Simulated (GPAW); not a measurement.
A run of GPAW 26.7.0 is set up as follows.

The input run.py:

```python
from ase import Atoms
from ase.dft.bandgap import bandgap
from ase.io import write
from ase.units import GPa
from gpaw import GPAW, PW, setup_paths

setup_paths.insert(0, '.')

atoms = Atoms(['Ti', 'Mg', 'Mg', 'Mg', 'O', 'O', 'O', 'O'],
              cell=[[4.31365886, 0.0, 0.0],
                    [0.0, 4.31365886, 0.0],
                    [0.0, 0.0, 4.31365886]],
              scaled_positions=[[0.0, 0.0, 0.0],
                                [0.5, 0.5, 0.0],
                                [0.5, 0.0, 0.5],
                                [0.0, 0.5, 0.5],
                                [0.0, 0.5, 0.0],
                                [0.0, 0.0, 0.5],
                                [0.5, 0.5, 0.5],
                                [0.5, 0.0, 0.0]],
              pbc=True)

calc = GPAW(mode=PW(800),
            xc='PBEsol',
            kpts={'size': (6, 6, 6), 'gamma': True},
            occupations={'name': 'fermi-dirac', 'width': 0.05},
            setups={'Ti': ':d,3.0'},
            nbands=55,
            convergence={'density': 1e-05, 'energy': 1e-05},
            maxiter=150,
            txt='gpaw.txt')
atoms.calc = calc
energy = atoms.get_potential_energy()
forces = atoms.get_forces()
stress = atoms.get_stress()
calc.write('gs.gpw')
write('result.traj', atoms)
print(f'Energy: {energy:.6f} eV')
print('Forces (eV/A):')
print(forces.round(4))
print('Stress (GPa):', (stress / GPa).round(3))
print('Fermi level:', round(calc.get_fermi_level(), 4), 'eV')
print(f'Gap: {bandgap(calc)[0]:.4f} eV, direct: {bandgap(calc, direct=True)[0]:.4f} eV')

path = atoms.cell.bandpath('GXMGRX,MR', npoints=60, eps=1e-4)
bs_calc = calc.fixed_density(kpts=path, symmetry='off', nbands=78,
                             convergence={'bands': 'CBM+6.0', 'eigenstates': 1e-6}, txt='bands.txt')
bs = bs_calc.band_structure()
bs.write('bs.json')
print(f'Gap on the path: {bandgap(bs_calc)[0]:.4f} eV')
```

Potentials or basis: PAW data sets generated in the run's folder for this functional, pw.

Launch:

```console
$ gpaw-setup -f PBEsol Mg O Ti
$ OMP_NUM_THREADS=1 python run.py
```

Question: What does it give for the pressure?

Answer: -5.8 GPa.

Question: Estimate the band gap along the path.

Answer: None (metal or under the smearing width).

Levels at the corners of the path, in eV from the Fermi level:
```tsv
point	band 30	band 31	band 32	band 33	band 34	band 35	band 36	band 37
Γ	-5.36	-5.36	-5.36	-1.06	-1.06	-1.06	-1.01	1.79
X	-6.02	-5.99	-5.99	-0.88	0.33	0.33	1.77	1.87
M	-6.03	-5.84	-5.84	0.35	0.35	1.01	1.95	3.80
Γ	-5.36	-5.36	-5.36	-1.06	-1.06	-1.06	-1.01	1.79
R	-5.89	-5.89	-5.89	1.07	1.07	1.07	2.05	2.46
X	-6.02	-5.99	-5.99	-0.88	0.33	0.33	1.77	1.87
M	-6.03	-5.84	-5.84	0.35	0.35	1.01	1.95	3.80
R	-5.89	-5.89	-5.89	1.07	1.07	1.07	2.05	2.46
```

Caveat: U without spin polarisation on a metal has little footing.
